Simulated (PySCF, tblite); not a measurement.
# C8H7 radical: geometry, infrared bands and EPR parameters

Wanted: the infrared bands and EPR parameters of C8H7 radical (`C=Cc1cc[c]cc1`), by calculation.

Computed with tblite 0.8.0 and PySCF 2.14.0, with density-fitted response routines of our own, on a single molecule in the gas phase. Atoms count from 0, in the outputs and in this text.

## (1) Starting geometry

15 atoms, charge 0, multiplicity 2; geometry from: force field or distance geometry start.

Bonds of the start (Å): C0–C1 1.31, C1–C2 1.45, C2–C3 1.41, C3–C4 1.40, C4–C5 1.40, C5–C6 1.38, C6–C7 1.38, C7–C2 1.39, C0–H8 1.10, C0–H9 1.05, C1–H10 1.10, C3–H11 1.08, C4–H12 1.09, C6–H13 1.09, C7–H14 1.08.

## (2) Relaxing the molecule with GFN2-xTB

What the job is given:

```
{"job": {"kind": "relax", "xc": "GFN2-xTB", "basis": "xTB"}, "charge": 0, "multiplicity": 2}
C      2.506700     0.627200     0.017200
C      1.633000    -0.297100    -0.296500
C      0.203700    -0.202000    -0.100000
C     -0.388900     0.959700     0.424400
C     -1.772500     1.040600     0.612500
C     -2.583400    -0.037200     0.231100
C     -1.981100    -1.161700    -0.298400
C     -0.611700    -1.270300    -0.468900
H      2.234500     1.597500     0.450000
H      3.532600     0.453300    -0.151700
H      2.011900    -1.240200    -0.715600
H      0.214000     1.799200     0.730200
H     -2.216600     1.939200     1.031200
H     -2.578400    -2.026500    -0.597800
H     -0.208300    -2.173700    -0.889600
```

The run is started by

```bash
OMP_NUM_THREADS=1 python probes_run.py task.json out
```

The driver reads the jobs from task.json and runs them one after another.

Output:

```text
step      E/eV     max force
  0    -559.02312    2.274
  1    -559.11628    1.063
  2    -559.14337    0.576
  3    -559.15698    0.337
  4    -559.16518    0.247
  5    -559.16984    0.161
  6    -559.17333    0.132
  7    -559.17529    0.101
  8    -559.17629    0.075
  9    -559.17679    0.053
 10    -559.17714    0.050
 11    -559.17746    0.058
 12    -559.17777    0.048
 13    -559.17806    0.045
 14    -559.17838    0.048
 15    -559.17879    0.063
 16    -559.17932    0.072
 17    -559.17980    0.054
 18    -559.18006    0.040
 19    -559.18018    0.028
 20    -559.18028    0.024
 21    -559.18037    0.027
 22    -559.18043    0.015
 23    -559.18045    0.008
```

It took 0.13 s on 1 thread of Arm Neoverse V1, shared host.

The steps of the relaxation:

```csv
step,energy from step 0 (eV),largest force (eV/Å)
0,0.0000,2.2743
1,-0.0932,1.0634
2,-0.1203,0.5762
3,-0.1339,0.3372
4,-0.1421,0.2474
5,-0.1467,0.1605
6,-0.1502,0.1317
7,-0.1522,0.1005
8,-0.1532,0.0746
9,-0.1537,0.0525
10,-0.1540,0.0495
11,-0.1543,0.0579
12,-0.1547,0.0479
13,-0.1549,0.0451
14,-0.1553,0.0478
15,-0.1557,0.0628
16,-0.1562,0.0718
17,-0.1567,0.0539
18,-0.1569,0.0395
19,-0.1571,0.0285
20,-0.1572,0.0241
21,-0.1573,0.0269
22,-0.1573,0.0153
23,-0.1573,0.0084
```

Close pairs (by a distance rule), those that changed most:

```csv
bond,before (Å),after (Å),change (Å)
C4–C5,1.402,1.364,-0.037
C0–H9,1.054,1.077,+0.022
C0–H8,1.097,1.076,-0.020
C5–C6,1.381,1.364,-0.018
C0–C1,1.310,1.327,+0.017
C1–H10,1.099,1.083,-0.016
C1–C2,1.446,1.460,+0.014
C6–H13,1.093,1.080,-0.013
```

The next job starts from the end point, and lists it.

## (3) Infrared spectrum with GFN2-xTB

What the job is given:

```
{"job": {"kind": "ir", "xc": "GFN2-xTB", "basis": "xTB"}, "charge": 0, "multiplicity": 2}
C      2.547819     0.623281     0.011721
C      1.628879    -0.288452    -0.281421
C      0.185776    -0.172843    -0.091877
C     -0.414807     0.967118     0.442890
C     -1.794064     1.031205     0.605159
C     -2.526854    -0.054572     0.223224
C     -2.001600    -1.195871    -0.306810
C     -0.620890    -1.249363    -0.464017
H      2.307496     1.582098     0.437652
H      3.592992     0.438628    -0.168482
H      1.949937    -1.231120    -0.708043
H      0.185605     1.814164     0.737998
H     -2.254236     1.916050     1.018694
H     -2.619257    -2.032731    -0.596356
H     -0.171209    -2.139603    -0.882244
```

Output:

```text
mode    cm-1     km/mol
  1     -14.8      0.07
  2     192.4      0.02
  3     240.7      0.12
  4     328.8      0.02
  5     406.1      5.95
  6     438.0      0.93
  7     530.8      4.58
  8     561.8      0.51
  9     580.6      0.05
 10     675.8      5.50
 11     762.7      4.29
 12     780.1     15.57
 13     820.4      0.13
 14     885.5      7.00
 15     888.3      7.58
 16     898.6      0.49
 17     961.1      0.14
 18    1011.2     15.77
 19    1028.5      3.09
 20    1087.3      3.84
 21    1122.3      1.30
 22    1173.6      0.40
 23    1214.7      0.87
 24    1241.1      1.32
 25    1279.4      0.99
 26    1312.5      2.51
 27    1390.8      0.47
 28    1417.9      0.14
 29    1435.5      1.31
 30    1529.5      2.89
 31    1594.0      3.24
 32    1676.8      4.86
 33    3045.7     21.46
 34    3056.5     33.71
 35    3071.8     13.45
 36    3075.9     41.66
 37    3083.7     24.38
 38    3111.0     18.64
 39    3131.9     49.30
```

Run time: 0.42 s. Hardware: 1 thread of Arm Neoverse V1, shared host.

Which atoms move in the most intense modes:

```csv
cm⁻¹,km/mol,atoms
780,15.6,"C2 23 %, H12 15 %, H11 12 %, H13 12 %"
1011,15.8,"H10 57 %, H8 33 %"
3046,21.5,H10 87 %
3056,33.7,H14 82 %
3076,41.7,H13 85 %
3084,24.4,"H11 71 %, H12 20 %"
3111,18.6,"H9 51 %, H8 44 %"
3132,49.3,"H8 47 %, H9 41 %"
```

## (4) EPR parameters: B3LYP/pcH-1

Same as in step 3 but for these lines:

```diff
@@ -1,2 +1,2 @@
-{"job": {"kind": "ir", "xc": "GFN2-xTB", "basis": "xTB"}, "charge": 0, "multiplicity": 2}
+{"job": {"kind": "epr", "basis": "pcH-1"}, "charge": 0, "multiplicity": 2}
 C      2.547819     0.623281     0.011721
```

Level: UKS B3LYP, pcH-1 on C H, non-relativistic, mean-field spin-orbit, GIAO.

Output:

```text
UKS, coarse grid
  cycle   1  E = -308.93232677  |g| = 2.94e-01
  cycle   2  E = -308.93468779  |g| = 2.96e-01
  cycle   3  E = -308.98027474  |g| = 4.25e-02
  cycle   4  E = -308.98045329  |g| = 4.04e-02
  cycle   5  E = -308.98141151  |g| = 6.07e-03
  cycle   6  E = -308.98143568  |g| = 4.17e-03
  cycle   7  E = -308.98144997  |g| = 1.73e-03
  cycle   8  E = -308.98145647  |g| = 1.16e-03
  cycle   9  E = -308.98145911  |g| = 5.73e-04
UKS, final grid
  cycle   1  E = -308.98147654  |g| = 7.01e-04
  cycle   2  E = -308.98147637  |g| = 1.21e-03
  cycle   3  E = -308.98147716  |g| = 2.17e-04
  cycle   4  E = -308.98147729  |g| = 2.02e-04
  cycle   5  E = -308.98147743  |g| = 6.36e-05
  cycle   6  E = -308.98147743  |g| = 2.12e-05
E = -308.98147743 Eh   <S^2> = 0.7580 (exact 0.7500)
g shifts (ppm)      1          2          3
  rmc          -163       -163       -163
  gc             29         10        -45
  oz_so        -647        -34        934
  total        -780       -187        726
hyperfine (MHz)  atom isotope    a_iso     a_fc   dipolar eigenvalues
    0   13C      -1.95      -1.95     -3.63      1.70      1.93
    1   13C       5.89       5.89     -1.05     -0.34      1.39
    2   13C      -7.74      -7.74     -6.39      2.30      4.10
    3   13C      50.25      50.25     -6.56     -1.53      8.09
    4   13C      16.04      16.04    -13.78     -2.42     16.20
    5   13C     404.79     404.79    -79.60    -61.92    141.52
    6   13C      15.07      15.07    -14.22     -2.23     16.45
    7   13C      49.00      49.00     -6.53     -1.76      8.29
    8    1H       1.53       1.53     -1.31     -0.75      2.06
    9    1H       1.35       1.35     -0.40     -0.28      0.68
   10    1H      -0.92      -0.92     -0.76     -0.60      1.35
   11    1H      13.90      13.90     -3.07     -2.43      5.50
   12    1H      54.92      54.92     -6.96     -5.74     12.70
   13    1H      55.82      55.82     -6.96     -5.72     12.68
   14    1H      14.26      14.26     -3.12     -2.34      5.45
```

Run time: 70 s. Hardware: 1 thread of Arm Neoverse V1, shared host; peak memory 0.97 GiB.

Principal g values 2.00154, 2.00213, 2.00305; g(iso) = 2.00224, against 2.00232 for a free electron.

Hyperfine couplings; where a row names several nuclei, a(iso) is their mean (it holds for fast rotation or exchange) and the dipolar term the largest among them:

```csv
nuclei,isotope,a(iso) (MHz),"a(iso) (G, at g = 2.0023)",largest dipolar term (MHz)
C5,13C,404.8,144.4,141.5
"H12, H13",1H,55.4,19.8,12.7
"C3, C7",13C,49.6,17.7,8.3
"C4, C6",13C,15.6,5.6,16.5
"H11, H14",1H,14.1,5.0,5.5
C2,13C,-7.7,-2.8,-6.4
C1,13C,5.9,2.1,1.4
C0,13C,-2.0,-0.7,-3.6
H8,1H,1.5,0.5,2.1
H9,1H,1.3,0.5,0.7
H10,1H,-0.9,-0.3,1.4
```

Mulliken spin populations:

C0 -0.02; C1 0.02; C2 -0.04; C3 0.06; C4 -0.07; C5 1.01; C6 -0.07; C7 0.06; H8 0.00; H9 0.00; H10 0.00; H11 0.01; H12 0.02; H13 0.02; H14 0.01

In first order the couplings over 0.8 MHz of 1H give 72 distinct lines over 50.9 G, if the averaged nuclei exchange fast; the same motion can average rows kept apart here too.

The fields below are evaluated on a grid from the run's orbitals.

ELF in a plane through or near 15 of the atoms.

Values, 10 rows by 14 columns:
```
0.00 0.00 0.00 0.00 0.00 0.00 0.00 0.00 0.00 0.00 0.00 0.00 0.00 0.00
0.00 0.00 0.00 0.00 0.00 0.00 0.00 0.00 0.01 0.07 0.00 0.00 0.00 0.00
0.00 0.00 0.00 0.00 0.01 0.01 0.88 0.05 0.73 1.00 0.44 0.00 0.00 0.00
0.00 0.00 0.00 0.72 0.99 0.03 1.00 0.70 0.58 0.79 0.07 0.13 0.00 0.00
0.00 0.00 0.10 0.47 0.99 0.27 0.39 0.41 0.70 0.83 0.87 0.86 0.06 0.00
0.00 0.03 0.99 1.00 0.33 0.32 0.68 0.33 0.23 0.80 0.63 0.13 0.00 0.00
0.00 0.00 0.65 0.31 0.21 0.96 0.18 0.61 0.30 0.37 0.99 0.74 0.00 0.00
0.00 0.00 0.00 0.00 0.69 0.99 0.02 1.00 0.96 0.06 0.96 0.72 0.00 0.00
0.00 0.00 0.00 0.00 0.00 0.01 0.00 0.58 0.35 0.00 0.00 0.00 0.00 0.00
0.00 0.00 0.00 0.00 0.00 0.00 0.00 0.00 0.00 0.00 0.00 0.00 0.00 0.00
```
The map spans 12.4 Å across and 10.2 Å up, centred on the molecule. Atoms in the plane (x, y in Å): C0 (-2.6, 0.1), C1 (-1.5, -0.6), C2 (-0.2, -0.2), C3 (0.2, 1.1), C4 (1.6, 1.5), C5 (2.5, 0.5), C6 (2.2, -0.9), C7 (0.8, -1.2), H8 (-2.6, 1.2), H9 (-3.6, -0.3), H10 (-1.7, -1.7), H11 (-0.5, 1.9), H12 (1.9, 2.5), H13 (3.0, -1.6), H14 (0.6, -2.3).

On the surface of density 0.002 e/bohr³ the electrostatic potential runs, from the 1st to the 99th percentile, from -0.62 V near C0 to 1.05 V near H11.

The spin density lies nearest to C5 73 %.

## (5) Summary of results

```
                                                                  quantity                 value
                                 strongest single infrared mode (GFN2-xTB)  3132 cm⁻¹, 49 km/mol
                                              zero-point energy (GFN2-xTB)         73.0 kcal/mol
                                                            g(iso) (B3LYP)               2.00224
                                                                      ⟨S²⟩    0.758 (exact 0.75)
                                        largest a(iso) (averaged by class)  13C on C5, 404.8 MHz
potential on the surface of density 0.002 e/bohr³, 1st and 99th percentile    -0.62 V and 1.05 V
```

**Reading.** Over 23 steps the energy fell by 0.157 eV; of the close pairs, C4–C5 changed most, 1.402 to 1.364 Å. The lowest mode is slightly imaginary (15i cm⁻¹), a soft motion within the noise of the Hessian, so the minimum is not strictly shown. The strongest single mode, at 3132 cm⁻¹, moves mainly H8 and H9. Unscaled tight-binding wavenumbers are off by several per cent, some by more. Its intensities can rank the bands wrongly. C5 carries the largest spin population, 1.01 e. The isotropic g lies 0.1 ppt below the free-electron value. The conformer search found further structures of the same energy, which may be mirror or relabelled copies of this one.
